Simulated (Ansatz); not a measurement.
Predict the output of the script below (Ansatz's Python interface).

The script, `relaxed_scan_h3sn.py`:
```python
"""Relaxed scan of one distance in H3Sn."""

import ansatz as az
import numpy as np


def main() -> None:
    molecule = (
        az.Crystal.molecule()
        .atom("Sn", [0.3151, -0.2447, -0.2725])
        .atom("H", [1.0706, 0.0341, 1.2501])
        .atom("H", [-1.1751, -1.2113, -0.0662])
        .atom("H", [-0.1551, 1.3617, -0.9317])
    )

    calculation = molecule.calculation()
    calculation = calculation.basis(gaussian="def2-SVP")
    calculation = calculation.functional("HF")
    calculation = calculation.spin("collinear", total=1)
    calculation = calculation.scf(lower_state_search="light")
    symbols = [site.symbol for site in molecule.cartesian_sites]
    pairs = [(0, 1), (0, 2), (0, 3)]
    print("held (A)   E (eV)        ", "  ".join(f"{symbols[i]}{i}-{symbols[j]}{j}" for i, j in pairs))
    for length in [1.58, 1.72, 1.86, 2.07, 2.33]:
        data = calculation.relax(constraints=[az.DistanceConstraint((0, 1), at=length)], force_tolerance=0.02, max_steps=60).run().report
        xyz = np.array(data["positions_ang"])
        print(f"{length:6.2f} {data['free_energy_ev']:14.5f}  ", "  ".join(f"{np.linalg.norm(xyz[i] - xyz[j]):.3f}" for i, j in pairs))


if __name__ == "__main__":
    main()
```

Running `python relaxed_scan_h3sn.py` prints:
```text
held (A)   E (eV)         Sn0-H1  Sn0-H2  Sn0-H3
DeckWarning: relax.constraints: the input's atoms, or those drawn, lie off the distances that are held; a relaxation that starts there is brought onto them ahead of its first SCF, by positions alone, [...]
  1.58    -5851.34328   1.580  1.714  1.714
  1.72    -5851.49812   1.720  1.714  1.715
  1.86    -5851.37202   1.860  1.715  1.715
  2.07    -5850.91216   2.070  1.716  1.716
  2.33    -5850.24091   2.330  1.728  1.728
```
(Warnings from the package without file and line, shortened, repeats left out.)

These settings explore the input space; basis and method may be short of convergence. The energies are electronic: no zero-point or thermal terms, and the basis set is short of its limit. def2 sets replace the cores of elements past krypton by effective core potentials. The species is open-shell (spin multiplicity 2). The expectation value of S² is noticeably off S(S+1) in at least one run, so that state is spin-contaminated. Run time: 17 s on 1 thread of Arm Neoverse V1 (shared host), peak memory 0.17 GiB.
